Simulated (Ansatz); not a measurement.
# SiO2: the cost of one run

Method: DFT PBE, scalar-relativistic, plane waves, PAW, in Ansatz 0.2.0.

1 further run of the same task is left out (set aside as unsound or not needed).

## (1) The starting structure

Symmetry: P4_2/mnm, No. 136, tetragonal system. The conventional cell has a = 4.236 Å, b = 4.236 Å, c = 2.690 Å, α = 90.00°, β = 90.00°, γ = 90.00°. Si (site symmetry mmm) has 6 O at 1.77 to 1.84 Å as nearest neighbours. O (site symmetry m2m) is surrounded by 3 Si at 1.77 to 1.84 Å.

As a file:

```cif
data_structure
_symmetry_space_group_name_H-M 'P4_2/mnm'
_symmetry_Int_Tables_number 136
_cell_length_a 4.2361
_cell_length_b 4.2361
_cell_length_c 2.6905
_cell_angle_alpha 90.000
_cell_angle_beta 90.000
_cell_angle_gamma 90.000
_cell_volume 48.28
loop_
_atom_site_label
_atom_site_type_symbol
_atom_site_symmetry_multiplicity
_atom_site_Wyckoff_symbol
_atom_site_fract_x
_atom_site_fract_y
_atom_site_fract_z
_atom_site_occupancy
Si1 Si 2 a 0.50000 0.50000 0.50000 1
O1 O 4 f 0.69302 0.69302 0.00000 1
```

It goes back to an entry of the Materials Project, which need not be the stable form.

It is the result of an earlier relaxation at this level (volume 8.05 Å³/atom; gap on the mesh: 5.04 eV).

## (2) The reference: the undisturbed cell on the scan's mesh

input.yaml reads:

```yaml
crystal:
  lattice:
    - [4.2361165349, 0.0, 0.0]
    - [0.0, 4.2361165349, 0.0]
    - [0.0, 0.0, 2.6904781066]
  atoms:
    - { symbol: Si, position: [0.5, 0.5, 0.5] }
    - { symbol: Si, position: [0.0, 0.0, 0.0] }
    - { symbol: O, position: [0.6930152166, 0.6930152166, 0.0] }
    - { symbol: O, position: [0.1930152166, 0.8069847834, 0.5] }
    - { symbol: O, position: [0.3069847834, 0.3069847834, 0.0] }
    - { symbol: O, position: [0.8069847834, 0.1930152166, 0.5] }
basis:
  ecutwfc: 420
kpoints:
  mp_grid: { grid: [6, 6, 8] }
hamiltonian:
  xc: pbe
scf:
  occupations: { method: gaussian, width: 0.05 }
output:
  forces: true
  stress: true
  eigenvalues: true
  write_density: true
  write_potential: true
  elf: true
  volumetric_format: npy
```

Run with:

```console
ansatz run input.yaml --threads 1 --pin off --max-ram 2560MiB --backend cpu --events-out ev --progress --plain --runs-dir out
```

What time and memory should one allow on 1 thread of Arm Neoverse V2, shared host?

About 3.5 s, with a peak of 0.31 GiB.
